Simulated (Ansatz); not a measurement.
# WS2: a line through an energy map

Aim: follow the energy of WS₂ (P6_3/mmc, No. 194; 6 atoms in the cell) along one coordinate, volume per atom at fixed shape, with the other held at shift of S3 along [0 0 1] = −0.083 Å.

The COD entry's cell or inner coordinates are ideal or old and differ from later refinements, so a difference from it is no clean test against experiment.

Method: DFT LDA, scalar-relativistic, plane waves, PAW, in Ansatz 0.2.0.

16 further runs of the same task are left out: 16 set aside as unsound or not needed. Runs told in other sessions of the task aren't counted.

## (1) Starting point

Symmetry: P6_3/mmc, No. 194, hexagonal system. Conventional cell: a = 3.127 Å, b = 3.127 Å, c = 12.152 Å, α = 90.00°, β = 90.00°, γ = 120.00°. Around W (site symmetry -6m2) lie 6 S at 2.39 Å. S (site symmetry 3m) has 3 W at 2.39 Å in its first shell of neighbours.

As a file:

```cif
data_structure
_symmetry_space_group_name_H-M 'P6_3/mmc'
_symmetry_Int_Tables_number 194
_cell_length_a 3.1266
_cell_length_b 3.1266
_cell_length_c 12.1520
_cell_angle_alpha 90.000
_cell_angle_beta 90.000
_cell_angle_gamma 120.000
_cell_volume 102.88
loop_
_atom_site_label
_atom_site_type_symbol
_atom_site_symmetry_multiplicity
_atom_site_Wyckoff_symbol
_atom_site_fract_x
_atom_site_fract_y
_atom_site_fract_z
_atom_site_occupancy
W1 W 2 c 0.33333 0.66667 0.25000 1
S1 S 4 f 0.33333 0.66667 0.62143 1
```

This cell was relaxed beforehand with the same method: volume 17.15 Å³/atom, gap on the mesh 0.84 eV.

## (2) What is varied

Atoms count from 1 in the order of the input.

The energy is mapped over a free internal coordinate and the cell.

First coordinate, shift of S3 along [0 0 1], its symmetry partners moved as symmetry demands (measured in the relaxed cell): 7 values from −0.250 Å. Second coordinate, volume per atom at fixed shape: 7 values from 15.78 to 18.52 Å³.

Nothing else is relaxed (all other coordinates fixed). Energies count from the relaxed crystal. Points are written as (first, second).

## (3) Grid point (−0.083 Å, 15.78 Å³)

Contents of input.yaml:

```yaml
crystal:
  lattice:
    - [3.0409138215, 0.0, 0.0]
    - [-1.5204569108, 2.6335086202, 0.0]
    - [0.0, 0.0, 11.819027999]
  atoms:
    - { symbol: W, position: [0.3333333333, 0.6666666667, 0.25] }
    - { symbol: W, position: [0.6666666667, 0.3333333333, 0.75] }
    - { symbol: S, position: [0.3333333333, 0.6666666667, 0.6145775701] }
    - { symbol: S, position: [0.6666666667, 0.3333333333, 0.1145775701] }
    - { symbol: S, position: [0.3333333333, 0.6666666667, 0.8854224299] }
    - { symbol: S, position: [0.6666666667, 0.3333333333, 0.3854224299] }
basis:
  ecutwfc: 420
kpoints:
  mp_grid: { grid: [12, 12, 4] }
hamiltonian:
  xc: lda
  pseudopotentials: { kind: paw, azcp: { folder: soft_1 } }
scf:
  occupations: { method: gaussian, width: 0.05 }
output:
  forces: true
  stress: true
  eigenvalues: true
```

Run with:

```bash
$ ansatz run input.yaml --threads 2 --pin off --max-ram 4096MiB --backend cpu --events-out ev --progress --plain --runs-dir out
```

Standard output (excerpt; [...] marks lines left out):

```text
Warning: <dir> the record states the generating functional pbe (its physics header spells it `PBE`), which answers neither for hamiltonian.xc's functional nor for the lda family's — results may be inconsistent (PPs are generated against a specific XC)
[...]
Warning: RAYON_NUM_THREADS=2 ignored (pool sized by the plan → 2); use --threads N
[...]
Pseudopotentials: kind: paw
Pseudopotential: W, paw, valence charge 14, recommended cutoff 420 eV (normal), <dir>
Pseudopotential: S, paw, valence charge 6, recommended cutoff 420 eV (normal), <dir>
Functional definition: SPW92
[...]
Crystal: 6 atoms, lattice volume = 94.650 Å³
Basis set: ecut = 420 eV, 1839 PW (Γ)
Bands: 32, of which v1, the nominal top of the filled ones, is band 26 counted from 1 (25 counted from 0)
Symmetry: 24 space group operations
Space group: P63/mmc (ITA 194), of the structure as read, at distance tolerance 4.6e-5 Å
k-points: 57 of 576
[...]
SCF iter   1: F=—  HF=-23746.142434 eV  |F-HF|=—  |Δ(HF+E_count)|=         —  Δρ=4.40e-2  dr2=4.92e0  ethr=3.10e-3  ⟨swp⟩=8.2  Hψ=10035  notcnv=0
[...]
SCF iter   8: F=-23744.854289 eV  HF=-23744.854289 eV  |F-HF|=2.29e-10  |Δ(HF+E_count)|=   4.12e-8  Δρ=2.24e-6  dr2=3.92e-9  ethr=1.92e-10  ⟨swp⟩=12.9  Hψ=9084  notcnv=0
[...]
SCF converged after 8 iterations
Free energy (F): -23744.854289 eV
[...]
E sigma→0 (E₀):  -23744.854289 eV
Fermi energy:    13.740396 eV
[...]
--- Forces (eV/Å), atoms counted from 1 ---
  atom   1  W      0.00000000     0.00000000    -0.00000000
  atom   2  W     -0.00000000    -0.00000000     0.00000000
  atom   3  S      0.00000000     0.00000000     0.23628028
  atom   4  S      0.00000000    -0.00000000     0.23628028
  atom   5  S     -0.00000000     0.00000000    -0.23628028
  atom   6  S      0.00000000    -0.00000000    -0.23628028
[...]
--- Stress (GPa, compression-positive) ---
        9.782094       0.000000      -0.000000
        0.000000       9.782094      -0.000000
       -0.000000      -0.000000       1.008297
  P = ⅓ Tr σ = 6.8575 GPa (68.575 kbar)
--- Band table (eV; the first three rows and the last of 57) ---
[...]
```

Wall time 6.2 s (2 threads of Arm Neoverse V1, shared host); peak memory 0.41 GiB.

Energy on the map's scale: 34 meV/atom.

## (4) The run at (−0.083 Å, 16.23 Å³)

Changes to input.yaml since step 3:

```diff
@@ -2,5 +2,5 @@
   lattice:
-    - [3.0409138215, 0.0, 0.0]
-    - [-1.5204569108, 2.6335086202, 0.0]
-    - [0.0, 0.0, 11.819027999]
+    - [3.069999711, 0.0, 0.0]
+    - [-1.5349998555, 2.6586977394, 0.0]
+    - [0.0, 0.0, 11.932075248]
   atoms:
```

Run with:

```bash
$ ansatz run input.yaml --threads 2 --pin off --max-ram 4096MiB --backend cpu --events-out ev --progress --plain --runs-dir out
```

Standard output (excerpt; [...] marks lines left out):

```text
Warning: <dir> the record states the generating functional pbe (its physics header spells it `PBE`), which answers neither for hamiltonian.xc's functional nor for the lda family's — results may be inconsistent (PPs are generated against a specific XC)
[...]
Warning: RAYON_NUM_THREADS=2 ignored (pool sized by the plan → 2); use --threads N
[...]
[... 4 set-up lines as earlier in the session ...]
[...]
Crystal: 6 atoms, lattice volume = 97.392 Å³
Basis set: ecut = 420 eV, 1887 PW (Γ)
Bands: 32, of which v1, the nominal top of the filled ones, is band 26 counted from 1 (25 counted from 0)
[... 2 set-up lines as earlier in the session ...]
k-points: 57 of 576
[...]
SCF iter   1: F=—  HF=-23746.105636 eV  |F-HF|=—  |Δ(HF+E_count)|=         —  Δρ=4.23e-2  dr2=4.44e0  ethr=3.10e-3  ⟨swp⟩=8.1  Hψ=9973  notcnv=0
[...]
SCF iter   8: F=-23744.919746 eV  HF=-23744.919746 eV  |F-HF|=3.64e-10  |Δ(HF+E_count)|=   5.52e-8  Δρ=2.42e-6  dr2=5.04e-9  ethr=1.92e-10  ⟨swp⟩=12.4  Hψ=9071  notcnv=0
[...]
SCF converged after 8 iterations
Free energy (F): -23744.919746 eV
[...]
E sigma→0 (E₀):  -23744.919746 eV
Fermi energy:    13.199187 eV
[...]
--- Forces (eV/Å), atoms counted from 1 ---
  atom   1  W      0.00000000     0.00000000     0.00000000
  atom   2  W      0.00000000    -0.00000000    -0.00000000
  atom   3  S      0.00000000     0.00000000     0.73707741
  atom   4  S      0.00000000    -0.00000000     0.73707741
  atom   5  S      0.00000000     0.00000000    -0.73707741
  atom   6  S      0.00000000    -0.00000000    -0.73707741
[...]
--- Stress (GPa, compression-positive) ---
        3.989051       0.000000      -0.000000
        0.000000       3.989051      -0.000000
       -0.000000      -0.000000      -5.156905
  P = ⅓ Tr σ = 0.9404 GPa (9.404 kbar)
--- Band table (eV; the first three rows and the last of 57) ---
[...]
```

It took 6.6 s on 2 threads of Arm Neoverse V1, shared host; peak memory 0.41 GiB.

Energy on the map's scale: 23 meV/atom.

## (5) The run at (−0.083 Å, 17.60 Å³)

Changes to input.yaml since step 4:

```diff
@@ -2,5 +2,5 @@
   lattice:
-    - [3.069999711, 0.0, 0.0]
-    - [-1.5349998555, 2.6586977394, 0.0]
-    - [0.0, 0.0, 11.932075248]
+    - [3.1541676745, 0.0, 0.0]
+    - [-1.5770838372, 2.7315893339, 0.0]
+    - [0.0, 0.0, 12.259208332]
   atoms:
```

Run with:

```bash
$ ansatz run input.yaml --threads 2 --pin off --max-ram 4096MiB --backend cpu --events-out ev --progress --plain --runs-dir out
```

Standard output (excerpt; [...] marks lines left out):

```text
Warning: <dir> the record states the generating functional pbe (its physics header spells it `PBE`), which answers neither for hamiltonian.xc's functional nor for the lda family's — results may be inconsistent (PPs are generated against a specific XC)
[...]
Warning: RAYON_NUM_THREADS=2 ignored (pool sized by the plan → 2); use --threads N
[...]
[... 4 set-up lines as earlier in the session ...]
[...]
Crystal: 6 atoms, lattice volume = 105.624 Å³
Basis set: ecut = 420 eV, 2033 PW (Γ)
Bands: 32, of which v1, the nominal top of the filled ones, is band 26 counted from 1 (25 counted from 0)
[... 1 set-up line as earlier in the session ...]
Space group: P63/mmc (ITA 194), of the structure as read, at distance tolerance 4.7e-5 Å
k-points: 57 of 576
[...]
SCF iter   1: F=—  HF=-23745.548532 eV  |F-HF|=—  |Δ(HF+E_count)|=         —  Δρ=3.82e-2  dr2=3.28e0  ethr=3.10e-3  ⟨swp⟩=7.7  Hψ=9508  notcnv=0
[...]
SCF iter   8: F=-23744.602326 eV  HF=-23744.602326 eV  |F-HF|=1.06e-10  |Δ(HF+E_count)|=   1.10e-7  Δρ=2.41e-6  dr2=5.39e-9  ethr=1.92e-10  ⟨swp⟩=11.6  Hψ=9355  notcnv=0
[...]
SCF converged after 8 iterations
Free energy (F): -23744.602326 eV
[...]
E sigma→0 (E₀):  -23744.602326 eV
Fermi energy:    11.731976 eV
[...]
--- Forces (eV/Å), atoms counted from 1 ---
  atom   1  W     -0.00000000    -0.00000000    -0.00000000
  atom   2  W      0.00000000     0.00000000     0.00000000
  atom   3  S      0.00000000    -0.00000000     1.94398344
  atom   4  S      0.00000000     0.00000000     1.94398344
  atom   5  S     -0.00000000    -0.00000000    -1.94398344
  atom   6  S     -0.00000000     0.00000000    -1.94398344
[...]
--- Stress (GPa, compression-positive) ---
       -9.013777       0.000000       0.000000
        0.000000      -9.013777      -0.000000
        0.000000      -0.000000     -18.868720
  P = ⅓ Tr σ = -12.2988 GPa (-122.988 kbar)
--- Band table (eV; the first three rows and the last of 57) ---
[...]
```

Wall time 7.5 s (2 threads of Arm Neoverse V1, shared host); peak memory 0.43 GiB.

That is 76 meV/atom from the zero.

## (6) Point (−0.083 Å, 18.06 Å³)

Changes to input.yaml since step 5:

```diff
@@ -2,5 +2,5 @@
   lattice:
-    - [3.1541676745, 0.0, 0.0]
-    - [-1.5770838372, 2.7315893339, 0.0]
-    - [0.0, 0.0, 12.259208332]
+    - [3.181228912, 0.0, 0.0]
+    - [-1.590614456, 2.755025053, 0.0]
+    - [0.0, 0.0, 12.3643864273]
   atoms:
```

Run with:

```bash
$ ansatz run input.yaml --threads 2 --pin off --max-ram 4096MiB --backend cpu --events-out ev --progress --plain --runs-dir out
```

Standard output (excerpt; [...] marks lines left out):

```text
Warning: <dir> the record states the generating functional pbe (its physics header spells it `PBE`), which answers neither for hamiltonian.xc's functional nor for the lda family's — results may be inconsistent (PPs are generated against a specific XC)
[...]
Warning: RAYON_NUM_THREADS=2 ignored (pool sized by the plan → 2); use --threads N
[...]
[... 4 set-up lines as earlier in the session ...]
[...]
Crystal: 6 atoms, lattice volume = 108.366 Å³
Basis set: ecut = 420 eV, 2105 PW (Γ)
Bands: 32, of which v1, the nominal top of the filled ones, is band 26 counted from 1 (25 counted from 0)
[... 1 set-up line as earlier in the session ...]
Space group: P63/mmc (ITA 194), of the structure as read, at distance tolerance 4.8e-5 Å
k-points: 57 of 576
[...]
SCF iter   1: F=—  HF=-23745.249998 eV  |F-HF|=—  |Δ(HF+E_count)|=         —  Δρ=3.72e-2  dr2=2.99e0  ethr=3.10e-3  ⟨swp⟩=7.6  Hψ=9430  notcnv=0
[...]
SCF iter   8: F=-23744.363496 eV  HF=-23744.363496 eV  |F-HF|=2.01e-8  |Δ(HF+E_count)|=   2.48e-7  Δρ=6.04e-6  dr2=4.20e-8  ethr=1.92e-10  ⟨swp⟩=12.7  Hψ=9944  notcnv=0
[...]
SCF converged after 8 iterations
Free energy (F): -23744.363496 eV
[...]
E sigma→0 (E₀):  -23744.363496 eV
Fermi energy:    11.289519 eV
[...]
--- Forces (eV/Å), atoms counted from 1 ---
  atom   1  W      0.00000000    -0.00000000     0.00000000
  atom   2  W      0.00000000     0.00000000     0.00000000
  atom   3  S     -0.00000000     0.00000000     2.26436804
  atom   4  S      0.00000000     0.00000000     2.26436804
  atom   5  S     -0.00000000    -0.00000000    -2.26436804
  atom   6  S     -0.00000000     0.00000000    -2.26436804
[...]
--- Stress (GPa, compression-positive) ---
      -12.197152      -0.000000       0.000000
       -0.000000     -12.197152       0.000000
        0.000000       0.000000     -22.184062
  P = ⅓ Tr σ = -15.5261 GPa (-155.261 kbar)
--- Band table (eV; the first three rows and the last of 57) ---
[...]
```

Wall time 7.2 s (2 threads of Arm Neoverse V1, shared host); peak memory 0.43 GiB.

Energy on the map's scale: 115 meV/atom.

## (7) Grid point (−0.083 Å, 18.52 Å³)

Changes to input.yaml since step 6:

```diff
@@ -2,5 +2,5 @@
   lattice:
-    - [3.181228912, 0.0, 0.0]
-    - [-1.590614456, 2.755025053, 0.0]
-    - [0.0, 0.0, 12.3643864273]
+    - [3.2078374247, 0.0, 0.0]
+    - [-1.6039187124, 2.778068701, 0.0]
+    - [0.0, 0.0, 12.4678049309]
   atoms:
```

Run with:

```bash
$ ansatz run input.yaml --threads 2 --pin off --max-ram 4096MiB --backend cpu --events-out ev --progress --plain --runs-dir out
```

Standard output (excerpt; [...] marks lines left out):

```text
Warning: <dir> the record states the generating functional pbe (its physics header spells it `PBE`), which answers neither for hamiltonian.xc's functional nor for the lda family's — results may be inconsistent (PPs are generated against a specific XC)
[...]
Warning: RAYON_NUM_THREADS=2 ignored (pool sized by the plan → 2); use --threads N
[...]
[... 4 set-up lines as earlier in the session ...]
[...]
Crystal: 6 atoms, lattice volume = 111.108 Å³
Basis set: ecut = 420 eV, 2225 PW (Γ)
Bands: 32, of which v1, the nominal top of the filled ones, is band 26 counted from 1 (25 counted from 0)
[... 2 set-up lines as earlier in the session ...]
k-points: 57 of 576
[...]
SCF iter   1: F=—  HF=-23744.909003 eV  |F-HF|=—  |Δ(HF+E_count)|=         —  Δρ=3.64e-2  dr2=2.75e0  ethr=3.10e-3  ⟨swp⟩=7.5  Hψ=9333  notcnv=0
[...]
SCF iter   8: F=-23744.073516 eV  HF=-23744.073517 eV  |F-HF|=3.88e-8  |Δ(HF+E_count)|=   5.06e-7  Δρ=6.87e-6  dr2=5.86e-8  ethr=1.92e-10  ⟨swp⟩=10.8  Hψ=11474  notcnv=0
[...]
SCF converged after 8 iterations
Free energy (F): -23744.073516 eV
[...]
E sigma→0 (E₀):  -23744.073516 eV
Fermi energy:    10.867364 eV
[...]
--- Forces (eV/Å), atoms counted from 1 ---
  atom   1  W      0.00000000     0.00000000     0.00000000
  atom   2  W     -0.00000000    -0.00000000     0.00000000
  atom   3  S     -0.00000000     0.00000000     2.55110124
  atom   4  S      0.00000000    -0.00000000     2.55110124
  atom   5  S     -0.00000000     0.00000000    -2.55110124
  atom   6  S      0.00000000    -0.00000000    -2.55110124
[...]
--- Stress (GPa, compression-positive) ---
      -14.930834       0.000000       0.000000
        0.000000     -14.930834       0.000000
        0.000000       0.000000     -25.010169
  P = ⅓ Tr σ = -18.2906 GPa (-182.906 kbar)
--- Band table (eV; the first three rows and the last of 57) ---
[...]
```

Run time: 8 s. Hardware: 2 threads of Arm Neoverse V1, shared host; peak memory 0.44 GiB.

Energy on the map's scale: 164 meV/atom.

## (8) The line in numbers

| volume per atom at fixed shape (Å³) | step | energy (meV/atom) | slope (meV/atom per Å³) | pressure (GPa) | band gap on the k-mesh (eV) | largest force on an atom (eV/Å) |
| --- | --- | --- | --- | --- | --- | --- |
| 15.78 | 3 | 34 | −43 | 6.9 | 0.638 | 0.24 |
| 16.23 | 4 | 23 | −6 | 0.9 | 0.682 | 0.74 |
| 16.69 | – | 27 | 26 | −4.2 | 0.721 | 1.19 |
| 17.15 | – | 46 | 53 | −8.5 | 0.755 | 1.58 |
| 17.60 | 5 | 76 | 77 | −12.3 | 0.785 | 1.94 |
| 18.06 | 6 | 115 | 97 | −15.5 | 0.810 | 2.26 |
| 18.52 | 7 | 164 | 114 | −18.3 | 0.832 | 2.55 |

Energies count from the relaxed crystal. Rows without a step come from runs not printed here or follow by symmetry. Slopes come from the forces (and the stress, where the cell changes), not from differences of energies.

What this shows: The lowest point computed on the line is at 16.23 Å³, 23 meV/atom from the zero. Energies and slopes round the minimum, fitted together, put the minimum at 16.312 Å³, with a curvature of about 73 meV/atom per (Å³)². V·d²E/dV² there is about 190 GPa, a bulk modulus under this line's constraint. The highest point computed, at 18.52 Å³, lies 141 meV/atom above the lowest. This is one cut through a surface in two coordinates; the map's lowest point lies off it. With the other coordinates free, the energies away from the reference would be the same or lower. The gap on the mesh closes on part of the grid. These runs have no spin-orbit coupling; with W it would split and shift bands.

The gaps are Kohn-Sham values of a semilocal functional, not quasiparticle or optical gaps. Such gaps usually fall short of the measured ones.
